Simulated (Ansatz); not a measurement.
# RPA@PBE0/6-31G(d) (spherical functions) run of Si2H6O2 (SMILES O[SiH2][SiH2]O)

Aim: the vertical ionisation energy of Si2H6O2 at RPA@PBE0/6-31G* (spherical functions), from 2 runs. 

The results are computed with Ansatz 0.2.0.

48 further runs of the same task are left out: 48 set aside as unsound or not needed. Runs told in other sessions of the task aren't counted.

## 1. The molecule

Si2H6O2: 10 atoms, total charge 0, spin state singlet. As SMILES, `O[SiH2][SiH2]O`. Geometry: relaxed at PBE0-D4/def2-TZVP. This is one conformer, not always the lowest.

Bond lengths: O1–Si2 1.656 Å, Si2–Si3 2.357 Å, Si3–O4 1.656 Å, O1–H5 0.958 Å, Si2–H6 1.487 Å, Si2–H7 1.494 Å, Si3–H8 1.493 Å, Si3–H9 1.487 Å, O4–H10 0.958 Å. Some angles: O1–Si2–Si3 112.1°, Si2–Si3–O4 112.1°, O1–Si2–H6 105.4°, O1–Si2–H7 111.3°, Si3–Si2–H6 110.5°, Si3–Si2–H7 109.5°, Si2–O1–H5 117.4°, Si2–Si3–H8 109.5°, Si2–Si3–H9 110.5°, O4–Si3–H8 111.3°.

## 2. A single-point energy at RPA@PBE0/6-31G(d) (spherical functions)

The input, input.yaml:

```yaml
crystal:
  periodic: [false, false, false]
  atoms:
    - {symbol: O, position_ang: [-1.023300, 1.887700, 1.029000]}
    - {symbol: Si, position_ang: [0.114300, 0.686000, 0.959700]}
    - {symbol: Si, position_ang: [-0.148600, -0.673600, -0.947700]}
    - {symbol: O, position_ang: [0.987200, -1.877000, -1.014900]}
    - {symbol: H, position_ang: [-1.013300, 2.545500, 0.332800]}
    - {symbol: H, position_ang: [-0.079100, -0.112900, 2.199100]}
    - {symbol: H, position_ang: [1.498300, 1.246700, 0.986300]}
    - {symbol: H, position_ang: [-1.533500, -1.232000, -0.975500]}
    - {symbol: H, position_ang: [0.047500, 0.124300, -2.187300]}
    - {symbol: H, position_ang: [0.975700, -2.534100, -0.318000]}
basis:
  gaussian: {orbitals: 6-31G_st_-spherical.json}
correlation: {method: rpa, frozen_orbitals: {H: 0, O: 1, Si: 5}}
accuracy: high
hamiltonian: {xc: pbe0}
```

The basis set 6-31G* is read from a file made from the Basis Set Exchange's data (not shown).

On the command line:

```bash
$ ansatz run input.yaml --threads 1 --pin off --max-ram 2610MiB --events-out events.jsonl --progress --plain --runs-dir runs
```

Log:

```text
Warning: RAYON_NUM_THREADS=1 ignored (pool sized by the plan → 1); use --threads N
Functional definition: PBE0
  name "PBE0"
  parameter a = 0.25
  parameter kappa = 0.804
  parameter beta = 0.06672455060314922
  exchange = (1 - a)*pbe_x(kappa = kappa, mu = beta*pi^2/3) + a*exact_x
  correlation = pbe_c(beta = beta)
1719 factors; integrals over basis functions are off by at most 8.4e-9 eV
mean field evaluation 1: about -19929.3554 eV, gradient 6.2e1 eV
mean field evaluation 2: about -19929.5881 eV, gradient 6.2e1 eV
mean field evaluation 4: about -19936.0950 eV, gradient 4.9e0 eV
mean field evaluation 8: about -19936.1730 eV, gradient 1.5e-1 eV
mean field evaluation 16: about -19936.1730 eV, gradient 4.5e-6 eV
mean field -19936.17304333 eV, -732.6408461189 hartree, gradient 3.1e-8 eV, S^2 0.000000; 0 other end points of the search recorded, 0 dependent functions left out
12 core orbitals not correlated: weight in the atoms' cores, before any rotation towards them, 1.000 or more for the frozen orbitals, at most 0.000 for the correlated occupied ones
reference -19893.76260421 eV, -731.0822912283 hartree; 13, 13 occupied and 51, 51 virtual orbitals, 1719 factors
Total energy: -19914.25240346 eV, -731.8352774620 hartree
```

Run time: 13 s. Hardware: 1 thread of Arm Neoverse V1, shared host; peak memory 0.25 GiB.

## 3. The doublet cation, same level

The input, run.yaml:

```yaml
basis:
  gaussian: {orbitals: 6-31G_st_-spherical.json}
crystal:
  periodic: [false, false, false]
  atoms:
    - symbol: O
      position_ang: [-1.023300, 1.887700, 1.029000]
    - symbol: Si
      position_ang: [0.114300, 0.686000, 0.959700]
    - symbol: Si
      position_ang: [-0.148600, -0.673600, -0.947700]
    - symbol: O
      position_ang: [0.987200, -1.877000, -1.014900]
    - symbol: H
      position_ang: [-1.013300, 2.545500, 0.332800]
    - symbol: H
      position_ang: [-0.079100, -0.112900, 2.199100]
    - symbol: H
      position_ang: [1.498300, 1.246700, 0.986300]
    - symbol: H
      position_ang: [-1.533500, -1.232000, -0.975500]
    - symbol: H
      position_ang: [0.047500, 0.124300, -2.187300]
    - symbol: H
      position_ang: [0.975700, -2.534100, -0.318000]
total_charge: 1
accuracy: high
correlation: {method: rpa, frozen_orbitals: {H: 0, O: 1, Si: 5}}
hamiltonian: {xc: pbe0}
magnetization: {spin_polarized: true, initial_magnetization: 1}
```

The basis set 6-31G* is read from a file made from the Basis Set Exchange's data (not shown).

On the command line:

```bash
$ ansatz run run.yaml --threads 1 --pin off --max-ram 2610MiB --events-out events.jsonl --progress --plain --runs-dir runs
```

Log:

```text
Warning: RAYON_NUM_THREADS=1 ignored (pool sized by the plan → 1); use --threads N
[... 7 set-up lines as earlier in the session ...]
1719 factors; integrals over basis functions are off by at most 8.4e-9 eV
mean field evaluation 1: about -19911.8741 eV, gradient 6.4e1 eV
mean field evaluation 2: about -19911.9031 eV, gradient 6.4e1 eV
mean field evaluation 4: about -19926.2111 eV, gradient 9.0e0 eV
mean field evaluation 8: about -19926.7964 eV, gradient 5.3e-1 eV
mean field evaluation 16: about -19926.7986 eV, gradient 3.6e-4 eV
mean field evaluation 32: about -19909.2896 eV, gradient 3.6e1 eV
mean field -19926.79856953 eV, -732.2963405610 hartree, gradient 7.2e-8 eV, S^2 0.756116; 0 other end points of the search recorded, 0 dependent functions left out
12 core orbitals not correlated: weight in the atoms' cores, before any rotation towards them, 1.000 or more for the frozen orbitals, at most 0.000 for the correlated occupied ones
reference -19884.16645374 eV, -730.7296392029 hartree; 13, 12 occupied and 51, 52 virtual orbitals, 1719 factors
Total energy: -19905.04702308 eV, -731.4969859726 hartree
```

Run time: 23 s. Hardware: 1 thread of Arm Neoverse V1, shared host; peak memory 0.49 GiB.

## 4. Summary of results

At RPA@PBE0/6-31G* (spherical functions), 12 core orbitals frozen:

| quantity | value |
| --- | --- |
| singlet Si2H6O2: total energy | -731.83528 Eh |
| singlet Si2H6O2: RPA correlation energy (valence) | -753.0 mEh |
| doublet cation: total energy | -731.49699 Eh |
| doublet cation: RPA correlation energy (valence) | -767.3 mEh |
| doublet cation: ⟨S²⟩ of the reference determinant | 0.756 |
| vertical ionisation energy (to the doublet cation) | 9.205 eV |

**Reading.** The vertical ionisation energy comes to 9.21 eV (888 kJ/mol).
